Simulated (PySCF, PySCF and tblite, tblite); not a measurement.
# C₄H₅FSi: telling isomers apart by computed NMR

Aim: see whether computed shieldings tell isomers of C₄H₅FSi apart.

Computed with tblite 0.8.0 (tight binding) and PySCF 2.14.0 (DFT, with response routines of our own); each step states its level. Atoms count from 0 throughout.

## (1) The starting structure

11 atoms, charge 0, multiplicity 1; geometry from: MMFF94s geometry. This is the first candidate.

Bonds of the start (Å): C1–C2 1.34, C1–C5 1.45, C2–H6 1.07, C2–Si3 1.88, C4–C5 1.34, C4–H9 1.08, C5–H10 1.08, F0–C1 1.36, Si3–C4 1.88, Si3–H7 1.49, Si3–H8 1.47.

## (2) GFN2-xTB relaxation, isomer A, conformer 1

What the job is given:

```
{"job": {"xc": "GFN2-xTB", "basis": "xTB", "kind": "relax"}, "charge": 0, "multiplicity": 1}
F      2.669100     0.148200    -0.078300
C      1.315700     0.068900    -0.051000
C      0.673300    -1.092600    -0.226400
Si    -1.180100    -0.794600    -0.113200
C     -0.812900     1.016100     0.226300
C      0.510700     1.241600     0.206100
H      1.099900    -2.051400    -0.429700
H     -1.773900    -1.463400     1.079900
H     -1.871500    -1.012500    -1.395200
H     -1.601000     1.737700     0.387700
H      0.976000     2.204600     0.368000
```

On the command line:

```sh
$ OMP_NUM_THREADS=1 python ens_run.py task.json out
```

One launch serves the whole session.

The log of the run:

```text
step      E/eV     max force
  0    -476.36534    0.917
  1    -476.39013    0.508
  2    -476.40916    0.495
  3    -476.42586    0.452
  4    -476.43918    0.353
  5    -476.44918    0.227
  6    -476.45305    0.168
  7    -476.45513    0.136
  8    -476.45627    0.099
  9    -476.45692    0.049
 10    -476.45715    0.040
 11    -476.45727    0.033
 12    -476.45727    0.033
 13    -476.45734    0.032
 14    -476.45754    0.033
 15    -476.45762    0.032
 16    -476.45778    0.031
 17    -476.45786    0.023
 18    -476.45791    0.017
 19    -476.45794    0.014
 20    -476.45796    0.010
 21    -476.45796    0.008
 22    -476.45797    0.005
 23    -476.45797    0.005
 24    -476.45797    0.004
```

Run time: 0.52 s. Hardware: 1 thread of Intel Xeon at 2.50GHz, shared host.

Relaxing gained 0.093 eV and moved the atoms by 0.06 Å on average (rms).

## (3) Shieldings, isomer A, conformer 1: B3LYP/pcSseg-1 in tetrahydrofuran

What the job is given:

```
{"job": {"xc": "B3LYP", "basis": "pcSseg-1", "solvent": "tetrahydrofuran", "kind": "nmr", "pop": true}, "charge": 0, "multiplicity": 1}
F      2.630290     0.185557    -0.074106
C      1.288822     0.041155    -0.046618
C      0.664936    -1.122690    -0.237969
Si    -1.185485    -0.804996    -0.104449
C     -0.831393     1.023770     0.221349
C      0.488908     1.229825     0.206743
H      1.198256    -2.036010    -0.429580
H     -1.802599    -1.477574     1.037649
H     -1.898282    -1.033630    -1.360382
H     -1.533027     1.821151     0.398141
H      0.984998     2.176113     0.363258
```

The log of the run:

```text
coarse grid: 10160 points
cycle   1  E = -544.5993152451  dE =  8.076e-01  |g| = 5.865e-01  |ddm| = 3.143e+00
cycle   2  E = -544.5411491420  dE =  5.817e-02  |g| = 7.926e-01  |ddm| = 9.666e-01
cycle   3  E = -544.6668587565  dE = -1.257e-01  |g| = 1.052e-01  |ddm| = 5.713e-01
cycle   4  E = -544.6694486021  dE = -2.590e-03  |g| = 3.672e-02  |ddm| = 1.168e-01
cycle   5  E = -544.6697807705  dE = -3.322e-04  |g| = 8.772e-03  |ddm| = 3.361e-02
cycle   6  E = -544.6697928421  dE = -1.207e-05  |g| = 3.505e-03  |ddm| = 8.137e-03
cycle   7  E = -544.6697955210  dE = -2.679e-06  |g| = 4.360e-04  |ddm| = 3.073e-03
final grid: 95224 points
cycle   8  E = -544.7173980156  dE = -2.126e-05  |g| = 5.770e-03  |ddm| = 2.107e-02
cycle   9  E = -544.7173908679  dE =  7.148e-06  |g| = 8.676e-03  |ddm| = 1.086e-02
cycle  10  E = -544.7174049085  dE = -1.404e-05  |g| = 7.566e-04  |ddm| = 6.634e-03
cycle  11  E = -544.7174050046  dE = -9.609e-08  |g| = 1.695e-04  |ddm| = 7.096e-04
cycle  12  E = -544.7174050101  dE = -5.486e-09  |g| = 7.845e-05  |ddm| = 2.060e-04
cycle  13  E = -544.7174050115  dE = -1.437e-09  |g| = 2.909e-05  |ddm| = 8.269e-05
cycle  14  E = -544.7174050117  dE = -2.076e-10  |g| = 4.153e-06  |ddm| = 2.323e-05
converged SCF energy = -544.7174050117

GIAO shielding tensors (ppm)
atom      isotropic    diamagn.    paramagn.     s11        s22        s33       span
  0 F      257.773     475.960    -218.186    128.589    288.727    356.004    227.415
  1 C       -1.457     252.559    -254.016   -106.903     42.414     60.118    167.021
  2 C       83.077     262.915    -179.838     -1.965     84.181    167.014    168.979
  3 Si     383.538     880.692    -497.154    335.830    385.102    429.683     93.853
  4 C       41.156     260.017    -218.861    -71.283     22.754    171.995    243.277
  5 C       30.055     255.944    -225.889    -86.378     44.667    131.875    218.253
  6 H       26.761      30.563      -3.802     25.205     26.354     28.724      3.519
  7 H       27.203      28.750      -1.547     24.234     24.839     32.536      8.302
  8 H       27.202      28.746      -1.544     24.232     24.838     32.535      8.304
  9 H       25.307      30.699      -5.392     24.071     25.356     26.496      2.425
 10 H       24.729      30.570      -5.840     23.073     23.611     27.504      4.431
```

Wall time 44 s (1 thread of Intel Xeon at 2.50GHz, shared host); peak memory 0.67 GiB.

This run: HOMO -6.60 eV, LUMO -1.71 eV; dipole 1.98 D.

## (4) Boltzmann average, isomer A: properties at B3LYP/pcSseg-1 in tetrahydrofuran

What the job is given:

```
{"job": {"study": "conf", "smiles": "FC1=C[SiH2]C=C1", "search": {"seed": 3771, "n_embed": 45, "ff_keep": 10, "window": 2.5, "nmax": 6, "temps": [250, 298.15, 350], "t_ref": 298.15, "order": 0.002}, "level": {"nmr": {"xc": "B3LYP", "basis": "pcSseg-1", "solvent": "tetrahydrofuran"}}, "kind": "conf"}, "charge": 0, "multiplicity": 1}
F      2.630290     0.185557    -0.074106
C      1.288822     0.041155    -0.046618
C      0.664936    -1.122690    -0.237969
Si    -1.185485    -0.804996    -0.104449
C     -0.831393     1.023770     0.221349
C      0.488908     1.229825     0.206743
H      1.198256    -2.036010    -0.429580
H     -1.802599    -1.477574     1.037649
H     -1.898282    -1.033630    -1.360382
H     -1.533027     1.821151     0.398141
H      0.984998     2.176113     0.363258
```

The log of the run:

```text
conformer  sym    E(xTB)   E(DFT)   G(298.15 K)  weight  dipole/D
    1     Cs      0.000    0.000    0.000   1.0000    1.975

mean shielding (ppm) by class
class atoms           250 K   298.15 K      350 K
  0 F  0            257.773    257.773    257.773
  1 C  1             -1.457     -1.457     -1.457
  2 C  2             83.077     83.077     83.077
  3 Si 3            383.538    383.538    383.538
  4 C  4             41.156     41.156     41.156
  5 C  5             30.055     30.055     30.055
  6 H  6             26.761     26.761     26.761
  7 H  7,8           27.203     27.203     27.203
  8 H  9             25.308     25.308     25.308
  9 H  10            24.729     24.729     24.729
```

It took 46 s on 1 thread of Intel Xeon at 2.50GHz, shared host. This counts the runs that the step sums up.

The search (ETKDG and KDG, MMFF94s, GFN2-xTB) embedded 45 structures, kept 1 distinct ones after the force field and 1 after xTB; 1 was carried on (window 2.5 kcal/mol at the search's own energies). Energies: B3LYP/pcSseg-1 in tetrahydrofuran with D3(BJ).

The conformers at 298 K:

```
no.  group  mirror pair  ΔE xTB  ΔE DFT    ΔG  weight (%)  μ (D)     A, B, C (GHz)
  1     Cs           no    0.00    0.00  0.00       100.0   1.98  6.35, 2.33, 1.74
```

Energies in kcal/mol. ΔG holds xTB vibrations and rotation, symmetry numbers and mirror pairs.

Shifts against references run at the same level (¹³C TMS 182.7, ²⁹Si TMS 334.3, ¹H TMS 31.81 ppm of shielding), by class of atoms, at 298 K:

```
 atoms                                                environment    average
    C1                            fully substituted alkene carbon      184.1
    C5                                                  alkene CH      152.6
    C4                                                  alkene CH      141.5
    C2                                                  alkene CH       99.6
   H10                                   hydrogen on an alkene CH       7.08
    H9                                   hydrogen on an alkene CH       6.50
    H6                                   hydrogen on an alkene CH       5.05
H7, H8  hydrogen on a silicon bonded to 2 C, in a 5-membered ring       4.61
    F0                                           vinylic fluorine  257.8 (σ)
   Si3           silicon bonded to 2 C, 2 H, in a 5-membered ring      -49.3
```

Effective distances for nuclear Overhauser effects, ⟨r⁻⁶⟩^(−1/6) over all pairs of two classes (Å): H9···H10 2.54; H7···H9 3.37; H6···H7 3.39.

## (5) GFN2-xTB relaxation, isomer B, conformer 1

What the job is given:

```
{"job": {"xc": "GFN2-xTB", "basis": "xTB", "kind": "relax"}, "charge": 0, "multiplicity": 1}
F      2.575600    -0.091200    -0.461300
C      1.240700    -0.109200    -0.227700
C      0.564300    -1.247200     0.013300
C     -0.867800    -1.041100     0.242200
C     -1.282600     0.230500     0.217400
Si     0.155400     1.402300    -0.160800
H      1.004300    -2.224800     0.013900
H     -1.514300    -1.885600     0.450100
H     -2.278600     0.598900     0.359700
H     -0.020600     2.073600    -1.466700
H      0.429000     2.296500     0.993900
```

The log of the run:

```text
step      E/eV     max force
  0    -476.26786    0.978
  1    -476.29429    0.437
  2    -476.30616    0.380
  3    -476.31575    0.307
  4    -476.32428    0.274
  5    -476.33279    0.201
  6    -476.33674    0.187
  7    -476.33871    0.137
  8    -476.33987    0.096
  9    -476.34070    0.069
 10    -476.34119    0.058
 11    -476.34150    0.066
 12    -476.34185    0.081
 13    -476.34227    0.071
 14    -476.34260    0.050
 15    -476.34274    0.030
 16    -476.34274    0.030
 17    -476.34278    0.021
 18    -476.34286    0.012
 19    -476.34286    0.006
 20    -476.34287    0.006
 21    -476.34287    0.007
 22    -476.34288    0.005
 23    -476.34288    0.004
```

Run time: 0.34 s. Hardware: 1 thread of Intel Xeon at 2.50GHz, shared host.

Gain 0.075 eV; displacement 0.05 Å root mean square.

## (6) Shieldings, isomer B, conformer 1: B3LYP/pcSseg-1 in tetrahydrofuran

What the job is given:

```
{"job": {"xc": "B3LYP", "basis": "pcSseg-1", "solvent": "tetrahydrofuran", "kind": "nmr", "pop": false}, "charge": 0, "multiplicity": 1}
F      2.575090    -0.116711    -0.463198
C      1.248295    -0.109154    -0.220951
C      0.558173    -1.231096     0.007054
C     -0.860146    -1.017540     0.247575
C     -1.302766     0.246892     0.213714
Si     0.122392     1.423186    -0.153727
H      0.983547    -2.222643     0.019304
H     -1.491801    -1.873128     0.440732
H     -2.337891     0.492724     0.381019
H      0.035755     2.096716    -1.447059
H      0.474778     2.313424     0.949572
```

The log of the run:

```text
coarse grid: 10160 points
cycle   1  E = -544.5991733615  dE =  7.884e-01  |g| = 5.377e-01  |ddm| = 3.136e+00
cycle   2  E = -544.5438622698  dE =  5.531e-02  |g| = 7.352e-01  |ddm| = 9.181e-01
cycle   3  E = -544.6564048418  dE = -1.125e-01  |g| = 1.083e-01  |ddm| = 5.802e-01
cycle   4  E = -544.6592450452  dE = -2.840e-03  |g| = 3.922e-02  |ddm| = 1.225e-01
cycle   5  E = -544.6595959428  dE = -3.509e-04  |g| = 9.570e-03  |ddm| = 3.365e-02
cycle   6  E = -544.6596092493  dE = -1.331e-05  |g| = 4.086e-03  |ddm| = 9.343e-03
cycle   7  E = -544.6596128663  dE = -3.617e-06  |g| = 4.728e-04  |ddm| = 3.361e-03
final grid: 95224 points
cycle   8  E = -544.7074822235  dE = -2.177e-05  |g| = 5.714e-03  |ddm| = 2.117e-02
cycle   9  E = -544.7074743986  dE =  7.825e-06  |g| = 8.799e-03  |ddm| = 1.057e-02
cycle  10  E = -544.7074888613  dE = -1.446e-05  |g| = 7.891e-04  |ddm| = 6.376e-03
cycle  11  E = -544.7074889735  dE = -1.122e-07  |g| = 1.993e-04  |ddm| = 7.493e-04
cycle  12  E = -544.7074889811  dE = -7.640e-09  |g| = 8.601e-05  |ddm| = 1.960e-04
cycle  13  E = -544.7074889827  dE = -1.609e-09  |g| = 2.724e-05  |ddm| = 7.823e-05
cycle  14  E = -544.7074889829  dE = -1.871e-10  |g| = 4.614e-06  |ddm| = 2.679e-05
converged SCF energy = -544.7074889829

GIAO shielding tensors (ppm)
atom      isotropic    diamagn.    paramagn.     s11        s22        s33       span
  0 F      295.093     474.219    -179.126    172.750    251.292    461.235    288.485
  1 C       -8.497     256.154    -264.651    -94.803     25.030     44.283    139.086
  2 C       49.694     255.674    -205.980    -58.745     71.746    136.083    194.828
  3 C       25.859     253.688    -227.829    -96.818     31.173    143.222    240.040
  4 C       59.421     259.151    -199.730    -48.970     65.443    161.790    210.760
  5 Si     399.818     880.256    -480.438    368.915    389.096    441.442     72.527
  6 H       25.237      30.916      -5.679     22.442     24.697     28.573      6.130
  7 H       24.670      30.845      -6.175     22.542     23.912     27.556      5.013
  8 H       26.196      30.774      -4.578     25.420     25.623     27.543      2.123
  9 H       27.281      28.486      -1.205     24.420     25.038     32.386      7.966
 10 H       27.281      28.488      -1.207     24.420     25.037     32.385      7.964
```

Wall time 33 s (1 thread of Intel Xeon at 2.50GHz, shared host); peak memory 0.71 GiB.

This run: HOMO -6.33 eV, LUMO -1.66 eV; dipole 1.75 D.

## (7) The ensemble, isomer B: properties at B3LYP/pcSseg-1 in tetrahydrofuran

What the job is given:

```
{"job": {"study": "conf", "smiles": "FC1=CC=C[SiH2]1", "search": {"seed": 3771, "n_embed": 45, "ff_keep": 10, "window": 2.5, "nmax": 6, "temps": [250, 298.15, 350], "t_ref": 298.15, "order": 0.002}, "level": {"nmr": {"xc": "B3LYP", "basis": "pcSseg-1", "solvent": "tetrahydrofuran"}}, "kind": "conf"}, "charge": 0, "multiplicity": 1}
F      2.575090    -0.116711    -0.463198
C      1.248295    -0.109154    -0.220951
C      0.558173    -1.231096     0.007054
C     -0.860146    -1.017540     0.247575
C     -1.302766     0.246892     0.213714
Si     0.122392     1.423186    -0.153727
H      0.983547    -2.222643     0.019304
H     -1.491801    -1.873128     0.440732
H     -2.337891     0.492724     0.381019
H      0.035755     2.096716    -1.447059
H      0.474778     2.313424     0.949572
```

The log of the run:

```text
conformer  sym    E(xTB)   E(DFT)   G(298.15 K)  weight  dipole/D
    1     Cs      0.000    0.000    0.000   1.0000    1.752

mean shielding (ppm) by class
class atoms           250 K   298.15 K      350 K
  0 F  0            295.092    295.092    295.092
  1 C  1             -8.497     -8.497     -8.497
  2 C  2             49.694     49.694     49.694
  3 C  3             25.859     25.859     25.859
  4 C  4             59.421     59.421     59.421
  5 Si 5            399.818    399.818    399.818
  6 H  6             25.237     25.237     25.237
  7 H  7              24.67      24.67      24.67
  8 H  8             26.196     26.196     26.196
  9 H  9,10          27.281     27.281     27.281
```

Run time: 35 s. Hardware: 1 thread of Intel Xeon at 2.50GHz, shared host. This counts the runs that the step sums up.

The search (ETKDG and KDG, MMFF94s, GFN2-xTB) embedded 45 structures, kept 1 distinct ones after the force field and 1 after xTB; 1 was carried on (window 2.5 kcal/mol at the search's own energies). Energies: B3LYP/pcSseg-1 in tetrahydrofuran with D3(BJ).

The conformers at 298 K:

```
no.  group  mirror pair  ΔE xTB  ΔE DFT    ΔG  weight (%)  μ (D)     A, B, C (GHz)
  1     Cs           no    0.00    0.00  0.00       100.0   1.75  4.67, 2.88, 1.82
```

Energies in kcal/mol. ΔG holds xTB vibrations and rotation, symmetry numbers and mirror pairs.

Shifts against references run at the same level (¹³C TMS 182.7, ²⁹Si TMS 334.3, ¹H TMS 31.81 ppm of shielding), by class of atoms, at 298 K:

```
  atoms                                                environment    average
     C1                            fully substituted alkene carbon      191.2
     C3                                                  alkene CH      156.8
     C2                                                  alkene CH      133.0
     C4                                                  alkene CH      123.2
     H7                                   hydrogen on an alkene CH       7.14
     H6                                   hydrogen on an alkene CH       6.58
     H8                                   hydrogen on an alkene CH       5.62
H9, H10  hydrogen on a silicon bonded to 2 C, in a 5-membered ring       4.53
     F0                                           vinylic fluorine  295.1 (σ)
    Si5           silicon bonded to 2 C, 2 H, in a 5-membered ring      -65.6
```

Effective distances for nuclear Overhauser effects, ⟨r⁻⁶⟩^(−1/6) over all pairs of two classes (Å): H7···H8 2.51; H6···H7 2.54; H8···H9 3.40.

## (8) GFN2-xTB relaxation, isomer C, conformer 1

What the job is given:

```
{"job": {"xc": "GFN2-xTB", "basis": "xTB", "kind": "relax"}, "charge": 0, "multiplicity": 1}
F     -1.989500    -0.037500    -1.614600
Si    -1.402800     0.068900    -0.147000
C      0.023800     1.289000    -0.099500
C      1.193900     0.681200     0.079900
C      1.114000    -0.775000     0.225200
C     -0.132000    -1.285000     0.125000
H     -2.398900     0.219400     0.941800
H     -0.145700     2.354400    -0.228000
H      2.151900     1.184300     0.137600
H      2.002300    -1.372000     0.369700
H     -0.411500    -2.325000     0.183900
```

The log of the run:

```text
step      E/eV     max force
  0    -477.72231    1.463
  1    -477.76816    0.732
  2    -477.78660    0.470
  3    -477.80882    0.478
  4    -477.85025    0.479
  5    -477.85820    0.271
  6    -477.86266    0.258
  7    -477.86666    0.239
  8    -477.87012    0.161
  9    -477.87215    0.127
 10    -477.87372    0.138
 11    -477.87506    0.140
 12    -477.87612    0.106
 13    -477.87676    0.064
 14    -477.87713    0.044
 15    -477.87743    0.041
 16    -477.87764    0.035
 17    -477.87764    0.035
 18    -477.87771    0.022
 19    -477.87774    0.019
 20    -477.87776    0.013
 21    -477.87778    0.011
 22    -477.87780    0.011
 23    -477.87782    0.013
 24    -477.87784    0.017
 25    -477.87788    0.021
 26    -477.87792    0.022
 27    -477.87797    0.021
 28    -477.87800    0.023
 29    -477.87803    0.018
 30    -477.87806    0.016
 31    -477.87809    0.014
 32    -477.87810    0.007
 33    -477.87811    0.007
 34    -477.87811    0.009
 35    -477.87812    0.007
 36    -477.87812    0.003
```

It took 0.47 s on 1 thread of Intel Xeon at 2.50GHz, shared host.

Relaxing gained 0.156 eV and moved the atoms by 0.08 Å on average (rms).

## (9) Shieldings, isomer C, conformer 1: B3LYP/pcSseg-1 in tetrahydrofuran

What the job is given:

```
{"job": {"xc": "B3LYP", "basis": "pcSseg-1", "solvent": "tetrahydrofuran", "kind": "nmr", "pop": false}, "charge": 0, "multiplicity": 1}
F     -2.149090    -0.017503    -1.559946
Si    -1.386117     0.066558    -0.136753
C      0.024100     1.319388    -0.121119
C      1.178012     0.676969     0.093133
C      1.095925    -0.776004     0.223031
C     -0.124551    -1.313415     0.114719
H     -2.446793     0.213883     0.843234
H     -0.028815     2.389252    -0.227875
H      2.141137     1.162586     0.161250
H      1.999374    -1.346386     0.385640
H     -0.297758    -2.372658     0.198721
```

The log of the run:

```text
coarse grid: 10160 points
cycle   1  E = -544.6515438457  dE =  7.448e-01  |g| = 6.636e-01  |ddm| = 3.158e+00
cycle   2  E = -544.5808084702  dE =  7.074e-02  |g| = 9.578e-01  |ddm| = 1.171e+00
cycle   3  E = -544.7348856016  dE = -1.541e-01  |g| = 9.289e-02  |ddm| = 7.087e-01
cycle   4  E = -544.7364948473  dE = -1.609e-03  |g| = 2.593e-02  |ddm| = 9.087e-02
cycle   5  E = -544.7366469199  dE = -1.521e-04  |g| = 3.708e-03  |ddm| = 2.415e-02
cycle   6  E = -544.7366499806  dE = -3.061e-06  |g| = 9.320e-04  |ddm| = 4.735e-03
final grid: 95224 points
cycle   7  E = -544.7826657002  dE = -2.442e-05  |g| = 4.769e-03  |ddm| = 1.929e-02
cycle   8  E = -544.7826628953  dE =  2.805e-06  |g| = 5.960e-03  |ddm| = 9.012e-03
cycle   9  E = -544.7826714069  dE = -8.512e-06  |g| = 8.305e-04  |ddm| = 4.992e-03
cycle  10  E = -544.7826715112  dE = -1.044e-07  |g| = 1.996e-04  |ddm| = 6.430e-04
cycle  11  E = -544.7826715192  dE = -7.993e-09  |g| = 6.615e-05  |ddm| = 2.092e-04
cycle  12  E = -544.7826715201  dE = -8.934e-10  |g| = 3.046e-05  |ddm| = 7.571e-05
converged SCF energy = -544.7826715201

GIAO shielding tensors (ppm)
atom      isotropic    diamagn.    paramagn.     s11        s22        s33       span
  0 F      389.183     468.225     -79.042    344.129    387.847    435.574     91.445
  1 Si     331.920     877.880    -545.959    288.791    345.460    361.511     72.720
  2 C       50.912     260.513    -209.601    -59.054     41.124    170.665    229.719
  3 C       23.070     253.693    -230.623   -104.508     32.192    141.526    246.034
  4 C       23.079     253.690    -230.611   -104.485     32.191    141.529    246.014
  5 C       50.905     260.520    -209.615    -59.070     41.123    170.661    229.731
  6 H       26.436      28.491      -2.055     23.387     24.274     31.648      8.261
  7 H       26.001      30.844      -4.843     23.998     26.537     27.469      3.471
  8 H       24.564      31.008      -6.443     21.789     24.308     27.596      5.807
  9 H       24.566      31.010      -6.444     21.791     24.308     27.599      5.808
 10 H       25.998      30.844      -4.845     23.994     26.536     27.465      3.471
```

It took 27 s on 1 thread of Intel Xeon at 2.50GHz, shared host; peak memory 0.74 GiB.

Key values: HOMO -6.64 eV, LUMO -2.14 eV; dipole 2.21 D.

[end of part 1 of 2]
